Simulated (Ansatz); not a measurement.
Runs of Ansatz 0.2.0 on MoN2. It takes space group P4/mbm (No. 127, tetragonal). The conventional cell has a = 4.348 Å, b = 4.348 Å, c = 2.767 Å, α = 90.00°, β = 90.00°, γ = 90.00°. Around Mo (site symmetry 4/m) lie 8 N at 2.24 Å. N (site symmetry m2m) has 1 N at 1.37 Å as nearest neighbours. Measurements of this composition are mostly on another form, of space group No. 160.

```csv
level,U,hubbard projectors,double counting,gap on the mesh (eV),pressure (GPa),largest force (eV/Å)
PBEsol+U,Mo d U = 1 eV,ortho-atomic (the default),fll (the default),none,-13.9,0.01
PBEsol+U,Mo d U = 8 eV,ortho-atomic (the default),fll (the default),none,(d),0.90
PBEsol+U,Mo d U = 6 eV,ortho-atomic (the default),fll (the default),none,-6.8,(c)
PBEsol+U,Mo d U = 2 eV,ortho-atomic (the default),fll (the default),none,(b),0.03
PBEsol,-,-,-,none,-14.1,0.03
PBEsol+U,Mo d U = 3 eV,ortho-atomic (the default),fll (the default),none,-12.8,0.09
PBEsol+U,Mo d U = 4 eV,ortho-atomic (the default),fll (the default),none,-11.5,0.18
PBEsol+U,Mo d U = 5 eV,ortho-atomic (the default),fll (the default),none,(a),0.34
```

Alike in all rows: task band structure; potentials or basis Ansatz PAW; no spin polarisation; cell as given; k mesh 6 × 6 × 10; cutoff (eV) 420; smearing fermi-dirac 0.05 eV.

Question: Fill in the values left out.

Answer: (a) -9.4; (b) -13.5; (c) 0.55; (d) -1.6.

Caveats: the PAW data sets come from PBE, with cores solved anew for the run's functional, which leaves a small shift of forces and pressure; U without spin polarisation on a metal has little footing (some runs).

A k mesh can miss the band edges, and the runs leave out spin-orbit coupling on Mo.

A gap of «none» marks a metal or a gap under the smearing width.
